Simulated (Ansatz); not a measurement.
Wanted: the native input for an Ansatz 0.2.0 run.

| Property | Result |
| --- | --- |
| Task | relaxation of the atoms |
| Functional | PBE |
| Potentials or basis | all-electron LAPW, scalar-relativistic |
| Basis error allowed | 0.002 eV/atom |
| k mesh | 11 × 11 × 1 |
| Occupations | fermi-dirac, width 0.05 eV |
| Spin | no spin polarisation |
| Boundary across the vacuum | open (a slab, not repeated across the vacuum) |

Sheet: Rh, a sheet with vacuum.

```
Rh
1.0
     2.42653    0.12310    0.00000
    -0.28935    2.41236    0.00000
     0.00000    0.00000   23.80000
Rh
1
Direct
  0.50000 0.50000 0.29412
```

The cell was built by a generator and needn't be a form met in nature.

The input as run:

input.yaml

```yaml
crystal:
  lattice:
    - [2.42653, 0.1231, 0.0]
    - [-0.28935, 2.41236, 0.0]
    - [0.0, 0.0, 23.8]
  atoms:
    - { symbol: Rh, position: [0.5, 0.5, 0.29412] }
  periodic: [true, true, false]
kpoints:
  mp_grid: { grid: [11, 11, 1] }
scf:
  occupations: { method: fermi_dirac, width: 0.05 }
hamiltonian:
  xc: pbe
  pseudopotentials: { kind: all_electron, lapw: { basis_error: 0.002 } }
output:
  forces: true
  stress: true
relax:
  f_tol: 0.01
  max_steps: 60
```

Potentials or basis: all-electron LAPW, scalar-relativistic.

Run with:

```bash
$ ansatz run input.yaml --threads 2 --pin off --max-ram 8192MiB --backend cpu --events-out ev --progress --plain --runs-dir out
```

Results of the run:

```json
{
 "Work function": "5.55 eV"
}
```

Caveat: the relaxation stopped at its first step, so nothing moved.

It took 8.4 s on 2 threads of Arm Neoverse V2, with other jobs on the host, peak memory 0.62 GiB.
